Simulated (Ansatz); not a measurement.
# ScNb under changes of volume

One of the cells (20.641 Å³/atom); the others are scaled copies at fixed shape and fractional positions:

```
CELL_PARAMETERS angstrom
3.06564 0.00000 0.00000
-1.53282 2.65493 0.00000
0.00000 0.00000 5.07219
ATOMIC_POSITIONS crystal
Nb 0.33333 0.66667 0.50000
Sc 0.00000 0.00000 0.00000
```

The cell comes from a database or a generator and needn't be the stable form of this composition.

* Program: Ansatz 0.2.0
* Functional: PBE
* Potentials or basis: Ansatz PAW
* Cutoff: 420 eV (not typed: the program's choice for these potentials)
* k mesh: 10 × 10 × 5
* Occupations: fermi-dirac, width 0.05 eV
* Spin: no spin polarisation

| volume (Å³/atom) | energy over the lowest point (meV/atom) | pressure (GPa) |
| --- | --- | --- |
| 19.403 | 24.64 | 6.8 |
| 19.816 | 10.39 | 4.3 |
| 20.229 | ? | ? |
| 20.641 | 0.00 | -0.2 |
| 21.054 | 2.91 | -2.1 |
| 21.467 | 10.62 | -3.9 |
| 21.880 | 22.71 | -5.5 |

Problem. What does the run at 20.229 Å³/atom give?

Solution. Energy over the lowest point 2.34 meV/atom; pressure 2.0 GPa.

Worked out: A Birch-Murnaghan fit of order 3 (a polynomial in V^(-2/3)) to the other rows has its minimum at 20.61 Å³/atom with B0 = V·E''(V) = 102 GPa and B' = 3.3 at fixed shape and positions, which overstates the stiffness. It gives 2.34 meV/atom at 20.229 Å³/atom, against the run's 2.34, and -dE/dV = 2.0 GPa, against 2.0.

Energies are extrapolated to zero smearing.
